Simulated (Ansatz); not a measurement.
Run this with Ansatz 0.2.0, Python API and show what comes out.

The script reads `cd3ni.cif`:
```cif
data_Cd3Ni
_cell_length_a 4.180107
_cell_length_b 4.180107
_cell_length_c 4.180107
_cell_angle_alpha 90.00000
_cell_angle_beta 90.00000
_cell_angle_gamma 90.00000
_symmetry_space_group_name_H-M 'P 1'
_symmetry_Int_Tables_number 1
loop_
_symmetry_equiv_pos_as_xyz
'x, y, z'
loop_
_atom_site_label
_atom_site_type_symbol
_atom_site_fract_x
_atom_site_fract_y
_atom_site_fract_z
Cd1 Cd    0.000000    0.500000    0.500000
Cd2 Cd    0.500000    0.000000    0.500000
Cd3 Cd    0.500000    0.500000    0.000000
Ni4 Ni    0.000000    0.000000    0.000000
```

`cd3ni_edit.py`
```python
from dataclasses import dataclass
import warnings

import ansatz as az
from ase.io import read


@dataclass
class Options:
    cutoff_ev: int = 600
    functional: str = "r2scan"
    mesh: tuple[int, ...] = (5, 5, 5)


settings = Options()

warnings.simplefilter("ignore", az.DeckWarning)

atoms = read("cd3ni.cif")
cell = az.Crystal.from_ase(atoms).moments(Ni=1.5)

calc = (
    cell.calculation()
    .basis(settings.cutoff_ev)
    .spin(az.SpinTreatment.COLLINEAR)
    .functional(settings.functional)
    .kpoints(*settings.mesh)
    .occupations(az.OccupationsMethod.FERMI_DIRAC, width=50 * az.meV)
    .band_table()
)
typed = calc.input()
rows = []
for value in [2, 6, 12]:
    edited = typed.set(az.key.scf.n_extra_bands, value)
    data = az.Session.from_dict(edited).plan().execute().report
    rows.append((value, data["free_energy_ev"], data["n_iterations"], len(data["eigenvalues_ev"][0]) if "eigenvalues_ev" in data else 0))
for row in rows:
    print("; ".join(f"{name} = {round(v, 4) if isinstance(v, float) else v}" for name, v in zip(["extra bands", "F eV", "iterations", "bands listed"], row)))
```

```console
$ python cd3ni_edit.py
RunWarning: the starting moments were not kept: the SCF closed with an absolute magnetisation of 1.9e-5 μB, where they sum to 1.5 μB in size (1 site). That is at most 0.1 of that sum. Measured as dr2_m measures the in/out step, that magnetisation stands [...]
extra bands = 2; F eV = -30649.4292; iterations = 23; bands listed = 41
extra bands = 6; F eV = -30649.4292; iterations = 23; bands listed = 45
extra bands = 12; F eV = -30649.4292; iterations = 23; bands listed = 51
```
(Warnings from the package without file and line, shortened, repeats left out.)

Reading the output:
- Total energies depend on the potentials; only differences at equal settings carry meaning. A total without «per atom» is that of the whole cell that was run.
- The SCF didn't keep the moments it started from (some shrank, vanished or turned); what is printed is the state reached.
- For a metal this k-point mesh is coarse: on a finer one energies can move by several to tens of meV an atom and pressures by half a GPa or more, differences at one mesh by less.
- r2SCAN tends to overestimate the moments of itinerant magnets.
- This cell is a computed structure, which may not be the phase found in nature.
- The script silences the warnings on its input, which a real study should read.
- It ran for 88 s on 1 thread of Arm Neoverse V1, on a shared host, peak memory 0.71 GiB.
